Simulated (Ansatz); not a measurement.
Sr2NiWO6:

```
W Sr Ni O
1.0
    -2.77855    2.77855    3.95655
     2.77855   -2.77855    3.95655
     2.77855    2.77855   -3.95655
W Sr Ni O
1 2 1 6
Direct
  0.50000 0.50000 0.00000
  0.25000 0.75000 0.50000
  0.75000 0.25000 0.50000
  0.00000 0.00000 0.00000
  0.74500 0.74500 0.00000
  0.25500 0.25500 0.00000
  0.71100 0.22700 0.93800
  0.77300 0.71100 0.48400
  0.28900 0.77300 0.06200
  0.22700 0.28900 0.51600
```

```yaml
Program: Ansatz 0.2.0
Task: relaxation of cell and atoms
Functional: PBEsol
Potentials_or_basis: Ansatz PAW
Cutoff: "420 eV (not typed: the program's choice for these potentials)"
k_mesh: 7 × 7 × 7
Occupations: fermi-dirac, width 0.05 eV
Spin: collinear spin, ferromagnetic start
Starting_moments: "[0.0, 0.0, 0.0, 1.0, 0.0, 0.0, 0.0, 0.0, 0.0, 0.0] μB"
```

At the start: volume 12.22 Å³/atom.

How do energy, volume and symmetry change on relaxing?

It ends after 8 steps and the volume is 11.98 Å³/atom (-2.0 %); space group I4/m (No. 87, to 0.05 Å); moment 2.00 μB per cell.

Step by step:
```tsv
step	energy change (eV)	largest force (eV/Å)	volume (Å³)
1	0.0000	0.3989	122.18
2	-0.0381	0.1939	119.96
3	-0.0430	0.0606	119.75
4	-0.0446	0.0305	119.80
5	-0.0447	0.0024	119.88
6	-0.0364	0.0024	119.88
7	-0.0368	0.0007	119.79
8	-0.0364	0.0007	119.79
```

Final structure:
```xyz
10
Lattice="-2.7533 2.7533 3.9505 2.7533 -2.7533 3.9505 2.7533 2.7533 -3.9505" Properties=species:S:1:pos:R:3 pbc="T T T"
W     0.0000    0.0000    3.9505
Sr    2.7533    0.0000    1.9753
Sr    0.0000    2.7533    1.9753
Ni    0.0000    0.0000    0.0000
O     0.0000    0.0000    5.8712
O     0.0000    0.0000    2.0298
O     1.2047    3.8832    0.0000
O     1.1299    1.5486    3.9505
O     1.5486   -1.1299    3.9505
O     1.6235    1.2047    0.0000
```

Caveat: the plane-wave basis is chosen anew once the cell has moved, so the energies of steps on either side of that aren't comparable; the pressure holds a Pulay correction of +0.7 GPa for the finite cutoff; a cell with one magnetic atom can't hold antiferromagnetic order, which such compounds often take; the PAW data sets come from PBE, with cores solved anew for the run's functional, which leaves a small shift of forces and pressure.
